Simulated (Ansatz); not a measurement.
# NiBi: the cost of one run

Method: DFT, PBEsol, PAW with Ansatz's default frozen-core files, scalar-relativistic, in Ansatz 0.2.0.

### Step 1. Starting point

The structure is hexagonal, space group P6_3/mmc (No. 194). Conventional cell: a = 4.118 Å, b = 4.118 Å, c = 5.244 Å, α = 90.00°, β = 90.00°, γ = 120.00°. Ni (site symmetry -3m) is surrounded by 2 Ni at 2.62 Å and 6 Bi at 2.71 Å. Bi (site symmetry -6m2) is surrounded by 6 Ni at 2.71 Å.

As a file:

```
CELL_PARAMETERS angstrom
4.11794 0.00000 0.00000
-2.05897 3.56624 0.00000
0.00000 0.00000 5.24381
ATOMIC_POSITIONS crystal
Ni 0.00000 0.00000 0.50000
Ni 0.00000 0.00000 0.00000
Bi 0.33333 0.66667 0.25000
Bi 0.66667 0.33333 0.75000
```

Atoms are numbered in the order of the input: Ni1, Ni2, Bi3, Bi4.

### Step 2. Free moments from the typed start, PAW

input.yaml reads:

```yaml
crystal:
  lattice:
    - [4.1179380196, 0.0, 0.0]
    - [-2.0589690098, 3.5662389362, 0.0]
    - [0.0, 0.0, 5.24380966]
  atoms:
    - { symbol: Ni, position: [0.0, 0.0, 0.5], spin: 1.5 }
    - { symbol: Ni, position: [0.0, 0.0, 0.0], spin: 1.5 }
    - { symbol: Bi, position: [0.3333333333, 0.6666666667, 0.25] }
    - { symbol: Bi, position: [0.6666666667, 0.3333333333, 0.75] }
magnetization:
  spin_polarized: true
kpoints:
  mp_grid: { grid: [10, 10, 7] }
scf:
  occupations: { method: fermi_dirac, width: 0.05 }
  lower_state_search: "off"
hamiltonian:
  xc: pbesol
  pseudopotentials: { kind: paw }
output:
  forces: true
  stress: true
  eigenvalues: true
  populations: true
  dos: { projected: true, de: 0.1, e_range: [-8, 5] }
  write_density: true
  write_potential: true
  elf: true
  volumetric_format: npy
```

Launch:

```bash
ansatz run input.yaml --threads 2 --pin off --max-ram 6144MiB --backend cpu --events-out ev --progress --plain --runs-dir out
```

**Question.** How long does this run take on 2 threads of AMD EPYC 9R45 (Zen 5), shared host, and how much memory does it need?

About 6.2 s, with a peak of 0.56 GiB.
